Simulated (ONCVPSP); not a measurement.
# Pseudopotential generation for cobalt: ONCV, PBEsol

Do these settings give a usable potential? It is generated, then checked for transferability, scattering, ghosts and hardness.

Method: ONCVPSP 4.0.1.1 (patched build), PBEsol, scalar-relativistic.

## 1. The atom and the settings

Typed settings, in words:

- element: cobalt (Co, Z = 27)
- type: optimised norm-conserving Vanderbilt (ONCV)
- frozen core: [Ne]
- valence charge: 17
- reference configuration: 3s2 3p6 3d7 4s2
- partial waves: 3s+4s: rc 1.35 bohr, ncon 4, nbas 7, qcut 7.1 1/bohr, 2 projectors; 3p: rc 0.75 bohr, ncon 4, nbas 8, qcut 12.1 1/bohr, 1 projector; 3d: rc 1.55 bohr, ncon 3, nbas 7, qcut 12 1/bohr, 2 projectors, debl 2.9 Ha
- local potential: polynomial inside 0.75 bohr (lpopt 5, dvloc0 1 Ha)
- core correction: Teter function, fcfact 5.5, rcfact 1

The nodes and maxima of the atom's own shells, from an earlier all-electron run, set the scale for the radii.

All-electron outer shells of the reference configuration (PBEsol, scalar-relativistic, ld1.x):

```csv
shell,level (eV),outermost node (bohr),outermost maximum (bohr)
2p,-769.45,–,0.17
3s,-102.14,0.31,0.66
3p,-65.51,0.28,0.68
3d,-8.23,–,0.66
4s,-5.49,0.96,2.32
4p,-1.25,1.05,3.21
```

## 2. The generation run

File Co.dat:

```
# ATOM AND REFERENCE CONFIGURATION
# atsym  z   nc   nv     iexc    psfile
  Co 27.00    3    4  -116133      upf
#
#   n    l    f
    1    0    2.00
    2    0    2.00
    2    1    6.00
    3    0    2.00
    3    1    6.00
    3    2    7.00
    4    0    2.00
#
# PSEUDOPOTENTIAL AND OPTIMIZATION
# lmax
    2
#
#   l,   rc,      ep,       ncon, nbas, qcut
    0    1.35    0.00    4    7    7.10
    1    0.75    0.00    4    8   12.10
    2    1.55    0.00    3    7   12.00
#
# LOCAL POTENTIAL
# lloc, lpopt,  rc(5),   dvloc0
    4    5    0.75    1.00
#
# VANDERBILT-KLEINMAN-BYLANDER PROJECTORs
# l, nproj, debl
    0    2    0.30
    1    1    2.50
    2    2    2.90
#
# MODEL CORE CHARGE
# icmod, fcfact, rcfact
    3    5.50    1.00
#
# LOG DERIVATIVE ANALYSIS
# epsh1, epsh2, depsh
   -5.00    5.00    0.04
#
# OUTPUT GRID
# rlmax, drl
    6.00    0.01
#
# TEST CONFIGURATIONS
# ncnf
    4
# nvcnf
#   n    l    f
    4
    3    0    2.00
    3    1    6.00
    3    2    7.00
    4    0    1.00
#
    4
    3    0    2.00
    3    1    6.00
    3    2    7.00
    4    0    0.00
#
    4
    3    0    2.00
    3    1    6.00
    3    2    6.00
    4    0    0.00
#
    5
    3    0    2.00
    3    1    6.00
    3    2    7.00
    4    0    0.00
    4    1    1.00
#
```

Run with:

```
$ oncvpsp.x < Co.dat > Co.out
```

Before running it: what results should come out? Wanted: cutoffs for 1 and 0.1 mHa per electron, occupied waves; bound ghosts; GHOST(+) flags; largest test error; largest phase difference near zero energy, channels read; rms error of d²Exc/dn², without and with the model core.

As calculated:

| quantity | value |
| --- | --- |
| cutoffs for 1 and 0.1 mHa per electron, occupied waves | 67 Ha and 205 Ha |
| bound ghosts | none found |
| GHOST(+) flags | none at low energy |
| largest test error (AE − PS) | +18 meV, for 3s2 3p6 3d7 4s0 4p1 |
| largest phase difference near zero energy, channels read | 0.003 rad |
| rms error of d²Exc/dn², without and with the model core | 3.21 and 1.17 mHa |

**Reading.** The worst unpolarised test, 3s2 3p6 3d7 4s0 4p1, is off by 18 meV on 14.4 eV; by total energies transferability rates as good. It counts as very hard, with 67 Ha needed at the looser tolerance. The tighter tolerance needs 205 Ha, and converged work needs a cutoff nearer that. At the looser tolerance the 3p wave is the slowest; 3d needs 49 Ha. It is free of bound ghosts as far as tested. Near zero energy the phases of the channels with partial waves agree within 0.003 rad.
